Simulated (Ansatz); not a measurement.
# BGeNH+ (triplet): the correlation ladder, cc-pVDZ

An exercise on one series of results from a longer session: the logs are not shown, and one member is left open.

The runs use Ansatz 0.2.0, Gaussian basis; cc-pVDZ, core rule «outside noble gas», up to 16 orbitals frozen.

Plan: UHF; CCSD(T) on ROHF; CCSD(T) on UHF; BCCD(T) on ROHF; CISD as a restricted active space (open shells left free, so some higher excitations enter); CCSDT(Q) on ROHF; CCSDT(Q) on UHF; CASSCF and NEVPT2, 10 electrons in 10 orbitals.

19 further runs of the same task are left out: 9 that didn't finish, 10 set aside as unsound or not needed. Runs told in other sessions of the task aren't counted.

## What is computed

The geometry is a PBE0/def2-TZVP stationary point (not a proven minimum) of the parent state, kept for this charge and spin. No spin-orbit coupling is included. The filled d shell of Ge may be among the frozen orbitals whatever the setting's name suggests.

4 atoms, charge 1, spin multiplicity 3.

Atoms are counted from 1 here; the program's logs count them from 0.

Bond lengths: B1–N3 1.257 Å, Ge2–N3 1.831 Å, Ge2–H4 1.604 Å. Angles: N3–Ge2–H4 94.6°, B1–N3–Ge2 170.7°.

The first run:

Contents of in.yaml:

```yaml
crystal:
  periodic: [false, false, false]
  atoms:
    - {symbol: B, position_ang: [0.000000, -0.017155, -2.482526]}
    - {symbol: Ge, position_ang: [0.000000, -0.037363, 0.595113]}
    - {symbol: N, position_ang: [0.000000, 0.095641, -1.230569]}
    - {symbol: H, position_ang: [0.000000, 1.547619, 0.839131]}
basis:
  gaussian: {orbitals: cc-pVDZ}
total_charge: 1
magnetization: {spin_polarized: true, initial_magnetization: 2}
hamiltonian: {xc: hf}
output: {orbitals: {seedname: orbitals}}
```

Run with:

```console
$ ansatz run in.yaml --threads 1 --pin off --events-out ev --progress --plain --max-ram 2393MiB
```

Among the steps run: UHF; CCSD(T) on ROHF; CCSD(T) on UHF; BCCD(T) on ROHF; CISD as a restricted active space (open shells left free, so some higher excitations enter); CCSDT(Q) on ROHF; CCSDT(Q) on UHF; CASSCF and NEVPT2, 10 electrons in 10 orbitals.

One table of the session follows, with a row left open; its other results are not shown here.

It belongs to the step «Misses and costs». 

```
         method  from UCCSDT(Q) (meV)
           ROHF               +8401.3
            UHF               +8150.9
           RMP2                +993.1
           UMP2                +973.9
          RCCSD                +452.8
          UCCSD                +444.9
       RCCSD(T)                 +75.4
       UCCSD(T)                 +76.8
        BCCD(T)                 +75.3
         RCCSDT                 +43.4
         UCCSDT                     ?
      RCCSDT(Q)                 +10.1
      UCCSDT(Q)                     0
CASSCF frontier               +4951.8
NEVPT2 frontier               +1337.2
```

**Question.** Estimate the row for UCCSDT.

As computed: from UCCSDT(Q) (meV): +40.8. In the column «from UCCSDT(Q) (meV)» it lies between RCCSDT(Q) (+10.1) and RCCSDT (+43.4).

Not comparable, so not listed: CISD as a restricted active space (open shells left free, so some higher excitations enter) (they don't share determinant, frozen orbitals or solution with the rows shown, or repeat one).

To keep in mind: Restricted and unrestricted rows rest on different reference determinants; a gap between their highest levels can come from leftover correlation error, from unlike frozen cores or from another state.
